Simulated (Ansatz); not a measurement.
# C2H8SeSi: how energies converge with the basis set

An exercise on one series of results from a longer session: the logs are not shown, and one member is left open.

Program: Ansatz 0.2.0, Gaussian basis. Level of theory: one geometry, several basis sets. These are calculated values, not measurements.

Levels to be run: PBE0-D4/def2-SVP; ωB97M-V/def2-SVP; PBE0-D4/def2-QZVPP; ωB97M-V/def2-QZVPP; the functionals' def2-TZVPP values are taken from earlier runs.

## The geometry

The geometry comes from an earlier relaxation with PBE0-D4 in a triple-zeta def2 set; it is a stationary point, not always the lowest conformer.

SMILES `CC[Se][SiH3]`, 12 atoms, charge 0, spin multiplicity 1.

Atoms are counted from 1 here; the program's logs count them from 0.

Bond lengths: C1–C2 1.513 Å, C1–H5 1.092 Å, C1–H6 1.093 Å, C1–H7 1.092 Å, C2–Se3 1.972 Å, C2–H8 1.090 Å, C2–H9 1.090 Å, Se3–Si4 2.265 Å, Si4–H10 1.484 Å, Si4–H11 1.488 Å, Si4–H12 1.488 Å. Angles: C2–C1–H5 111.3°, C2–C1–H6 110.1°, C2–C1–H7 111.3°, H5–C1–H6 108.0°, H5–C1–H7 108.1°, H6–C1–H7 108.0°, C1–C2–Se3 109.7°, C1–C2–H8 111.4°, C1–C2–H9 111.4°, Se3–C2–H8 107.7°, Se3–C2–H9 107.7°, H8–C2–H9 108.8°, C2–Se3–Si4 96.7°, Se3–Si4–H10 106.6°, Se3–Si4–H11 111.1°, Se3–Si4–H12 111.2°, H10–Si4–H11 109.9°, H10–Si4–H12 109.9° and more.

Set-up of the first run:

in.yaml

```yaml
crystal:
  periodic: [false, false, false]
  atoms:
    - {symbol: C, position_ang: [-0.285759, 2.031488, 0.693957]}
    - {symbol: C, position_ang: [-0.268326, 0.532040, 0.494414]}
    - {symbol: Se, position_ang: [0.712202, 0.092162, -1.158628]}
    - {symbol: Si, position_ang: [0.492049, -2.157111, -1.007630]}
    - {symbol: H, position_ang: [0.726353, 2.431768, 0.781374]}
    - {symbol: H, position_ang: [-0.828122, 2.282172, 1.609741]}
    - {symbol: H, position_ang: [-0.779009, 2.536982, -0.138828]}
    - {symbol: H, position_ang: [-1.277912, 0.131953, 0.397154]}
    - {symbol: H, position_ang: [0.232243, 0.026895, 1.320929]}
    - {symbol: H, position_ang: [1.182409, -2.731539, -2.188558]}
    - {symbol: H, position_ang: [1.111084, -2.673191, 0.242639]}
    - {symbol: H, position_ang: [-0.940213, -2.558720, -1.012864]}
basis:
  gaussian: {orbitals: def2-SVP}
hamiltonian: {xc: pbe0, dispersion: d4}
output: {orbitals: {seedname: orbitals}}
```

Started as:

```
> ansatz run in.yaml --threads 4 --pin off --events-out ev --progress --plain --max-ram 10444MiB
```

Steps of the session up to this table: PBE0-D4 in def2-SVP; ωB97M-V in def2-SVP; PBE0-D4 in def2-QZVPP; ωB97M-V in def2-QZVPP.

One of the session's tables, all rows but one given; the rest of the session is left out.

It belongs to the step «Functionals by basis». 

```
functional       basis  HOMO (eV)  LUMO (eV)
   PBE0-D4    def2-SVP      -6.46       0.21
   PBE0-D4  def2-TZVPP      -6.56      -0.09
   PBE0-D4  def2-QZVPP      -6.57      -0.19
   ωB97M-V    def2-SVP          ?          ?
   ωB97M-V  def2-TZVPP      -8.72       1.65
   ωB97M-V  def2-QZVPP      -8.73       1.36
```

Estimate the missing values for ωB97M-V, def2-SVP.

As computed: HOMO (eV): -8.60; LUMO (eV): 2.16. In the column «HOMO (eV)» it lies between ωB97M-V, def2-TZVPP (-8.72) and PBE0-D4, def2-QZVPP (-6.57).
